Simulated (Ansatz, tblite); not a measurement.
# [closo-1-(NH3)B7H6]- (B₇NH₉−): a ladder of methods and basis sets

The task here is to estimate one member of a computed series from the others.

Method: as each input shows; program: Ansatz 0.2.0, Gaussian basis.

Plan: GFN1-xTB, GFN2-xTB, PBE-D4/def2-TZVPD, r2SCAN-D4/def2-TZVPD, r2SCANh-D4/def2-TZVPD, BLYP-D4/def2-TZVPD, HSE06-D4/def2-TZVPD, PBE-D4/def2-SVPD, PBE0-D4/def2-SVPD, HF/STO-3G, HF/6-31G, B3LYP-D4/6-31G, CCSD(T)/def2-SVPD, RPA/def2-SVPD.

5 further runs of the same task are left out: 4 that didn't finish, 1 set aside as unsound or not needed.

**The geometry**

The geometry is that of the singlet, from an earlier relaxation (PBE-D4/def2-SVPD).

17 atoms, charge -1, spin multiplicity 1.

Bond lengths: B1–B2 1.680 Å, B1–B3 1.776 Å, B1–B6 1.830 Å, B1–B7 1.679 Å, B1–H8 1.219 Å, B2–B3 1.778 Å, B2–B5 1.679 Å, B2–B6 1.828 Å, B2–H9 1.220 Å, B3–B4 1.776 Å, B3–B5 1.778 Å, B3–B7 1.779 Å, B3–N10 1.612 Å, B4–B5 1.680 Å, B4–B6 1.830 Å, B4–B7 1.679 Å, B4–H14 1.219 Å, B5–B6 1.828 Å and more. Angles: B2–B1–B3 61.8°, B2–B1–B6 62.6°, B2–B1–B7 108.0°, B2–B1–H8 126.1°, B3–B1–B6 75.1°, B3–B1–B7 61.9°, B3–B1–H8 141.7°, B6–B1–B7 62.6°, B6–B1–H8 143.2°, B7–B1–H8 125.9°, B1–B2–B3 61.8°, B1–B2–B5 108.0°, B1–B2–B6 62.7°, B1–B2–H9 126.1°, B3–B2–B5 61.8°, B3–B2–B6 75.1°, B3–B2–H9 141.5°, B5–B2–B6 62.6° and more.

The ion is computed in the gas phase, without counter-ions or solvent.

PBE0-D4/def2-TZVPD was run before; its log isn't repeated, and its numbers join the tables.

Set-up of the first run:

Tight binding, by tblite at 300 K electronic temperature and without a spin-polarisation term:

```python
tblite.interface.Calculator('GFN1-xTB', numbers, positions, charge=-1, uhf=0).singlepoint()
```

Tight binding, by tblite at 300 K electronic temperature and without a spin-polarisation term:

```python
tblite.interface.Calculator('GFN2-xTB', numbers, positions, charge=-1, uhf=0).singlepoint()
```

start.molden holds the orbitals of an earlier run on this state, given as this run's starting guess.

Input file in.yaml:

```yaml
crystal:
  periodic: [false, false, false]
  atoms:
    - {symbol: B, position_ang: [-0.408000, -1.376241, 0.539991]}
    - {symbol: B, position_ang: [-0.573621, 0.043354, 1.422391]}
    - {symbol: B, position_ang: [-0.330263, 0.168393, -0.333982]}
    - {symbol: B, position_ang: [1.430130, 0.402914, -0.377933]}
    - {symbol: B, position_ang: [0.562361, 1.142563, 0.855348]}
    - {symbol: B, position_ang: [1.123281, -0.573664, 1.138607]}
    - {symbol: B, position_ang: [0.834055, -1.155567, -0.568689]}
    - {symbol: H, position_ang: [-1.094607, -2.377325, 0.655552]}
    - {symbol: H, position_ang: [-1.404463, 0.257353, 2.289052]}
    - {symbol: N, position_ang: [-1.395698, 0.713131, -1.414823]}
    - {symbol: H, position_ang: [-1.303148, 0.188824, -2.293777]}
    - {symbol: H, position_ang: [-1.227294, 1.709514, -1.601867]}
    - {symbol: H, position_ang: [-2.351543, 0.596435, -1.055859]}
    - {symbol: H, position_ang: [2.310825, 0.918990, -1.045053]}
    - {symbol: H, position_ang: [0.697748, 2.292193, 1.239165]}
    - {symbol: H, position_ang: [1.929160, -0.985182, 1.955243]}
    - {symbol: H, position_ang: [1.201087, -1.965686, -1.403344]}
basis:
  gaussian: {orbitals: def2-TZVPD, initial_orbitals: start.molden}
total_charge: -1
hamiltonian: {xc: pbe, dispersion: d4}
scf: {omitted_lower_state_checks: [starts]}
output: {orbitals: {seedname: orbitals}}
```

Launch:

```sh
> ansatz run in.yaml --threads 4 --pin off --events-out ev --progress --plain --max-ram 4787MiB
```

Among the steps run: PBE-D4/def2-TZVPD; r2SCAN-D4/def2-TZVPD; r2SCANh-D4/def2-TZVPD; BLYP-D4/def2-TZVPD; HSE06-D4/def2-TZVPD; PBE-D4/def2-SVPD; PBE0-D4/def2-SVPD; HF/STO-3G; HF/6-31G; B3LYP-D4/6-31G; CCSD(T)/def2-SVPD; RPA/def2-SVPD.

One of the session's tables, all rows but one given; the rest of the session is left out.

```
                level  HOMO (eV)  LUMO (eV)  gap (eV)
            HF/STO-3G          ?          ?         ?
             HF/6-31G      -3.58       7.40     10.98
     PBE-D4/def2-SVPD      -0.41       1.65      2.06
    PBE-D4/def2-TZVPD      -0.43       1.34      1.77
   BLYP-D4/def2-TZVPD      -0.28       1.32      1.60
 r2SCAN-D4/def2-TZVPD      -0.56       1.97      2.54
r2SCANh-D4/def2-TZVPD      -0.96       2.13      3.09
       B3LYP-D4/6-31G      -0.69       3.60      4.29
    PBE0-D4/def2-SVPD      -1.47       2.35      3.82
   PBE0-D4/def2-TZVPD      -1.47       1.94      3.41
  HSE06-D4/def2-TZVPD      -1.07       1.64      2.71
```

Q: Estimate the row for HF/STO-3G from the others.

The run gave: HOMO (eV): -0.99; LUMO (eV): 16.66; gap (eV): 17.65. In the column «HOMO (eV)» it lies between HSE06-D4/def2-TZVPD (-1.07) and r2SCANh-D4/def2-TZVPD (-0.96).
